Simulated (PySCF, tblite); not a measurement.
**C₄H₇BFN: geometry, infrared bands and NMR shifts**

Aim: predict the infrared bands and NMR shifts of C₄H₇BFN (`FC1=CBNCC1`).

The runs use tblite 0.8.0 and PySCF 2.14.0, with density-fitted response routines of our own; the level of theory stands in each step. All values are computed, except where a source is named. Atoms are numbered from 0 throughout.

## (1) The starting structure

14 atoms, charge 0, multiplicity 1; geometry from: force field or distance geometry start.

Bonds of the start (Å): F0–C1 1.38, C1–C2 1.34, C2–B3 1.59, B3–N4 1.53, N4–C5 1.46, C5–C6 1.54, C6–C1 1.51, C2–H7 1.08, B3–H8 1.17, N4–H9 1.05, C5–H10 1.12, C5–H11 1.11, C6–H12 1.12, C6–H13 1.11.

## (2) Geometry optimisation with GFN2-xTB

The job: settings as JSON, then the geometry in Å.

```
{"job": {"kind": "relax", "xc": "GFN2-xTB", "basis": "xTB"}, "charge": 0, "multiplicity": 1}
F      1.956700    -1.723500     1.001600
C      1.082400    -0.827500     0.430400
C      1.564900     0.342500     0.003300
B      0.565000     1.383300    -0.654700
N     -0.881900     0.923900    -0.870200
C     -1.294900    -0.011600     0.178200
C     -0.356700    -1.234300     0.235000
H      2.611300     0.603900     0.114100
H      0.988500     2.341000    -1.177400
H     -1.487600     1.775500    -0.795400
H     -1.307000     0.498000     1.170200
H     -2.327300    -0.364000    -0.026900
H     -0.677900    -1.898300     1.083000
H     -0.436200    -1.809300    -0.713400
```

On the command line:

```sh
OMP_NUM_THREADS=1 python probes_run.py task.json out
```

The driver reads the jobs from task.json and runs them one after another.

**Question.** This job is followed by: GFN2-xTB harmonic vibrations, gas phase; GIAO PBE0/pcSseg-1 NMR shielding, non-relativistic, gas phase. What will the session give for the following? strongest single infrared mode (GFN2-xTB); zero-point energy (GFN2-xTB); ¹³C shifts against TMS (PBE0/pcSseg-1); ¹H shifts against TMS (PBE0/pcSseg-1, means over atoms taken as alike); ¹⁹F shifts against CFCl3 (PBE0/pcSseg-1); ¹¹B shifts against BF3·OEt2 (PBE0/pcSseg-1); ¹⁵N shifts against NH3 (PBE0/pcSseg-1).

As calculated:

| quantity | value |
| --- | --- |
| strongest single infrared mode (GFN2-xTB) | 2644 cm⁻¹, 182 km/mol |
| zero-point energy (GFN2-xTB) | 68.3 kcal/mol |
| ¹³C shifts against TMS (PBE0/pcSseg-1) | 182.1, 106.4, 44.7, 32.5 ppm |
| ¹H shifts against TMS (PBE0/pcSseg-1, means over atoms taken as alike) | 5.58, 4.90, 4.27, 3.48, 2.49 ppm |
| ¹⁹F shifts against CFCl3 (PBE0/pcSseg-1) | -59.3 ppm |
| ¹¹B shifts against BF3·OEt2 (PBE0/pcSseg-1) | 32.3 ppm |
| ¹⁵N shifts against NH3 (PBE0/pcSseg-1) | 116.0 ppm |

What this shows: Relaxing lowered the energy by 0.756 eV in 38 steps; the close pair that moved most is B3–N4, from 1.533 to 1.384 Å. No mode is imaginary among the 36: a minimum at this level. The strongest single mode, at 2644 cm⁻¹, moves mainly H8. Unscaled tight-binding wavenumbers are off by several per cent, some by more. Its intensities can rank the bands wrongly. The most deshielded hydrogen is H7 (hydrogen on an alkene CH), at 5.58 ppm: olefinic region.
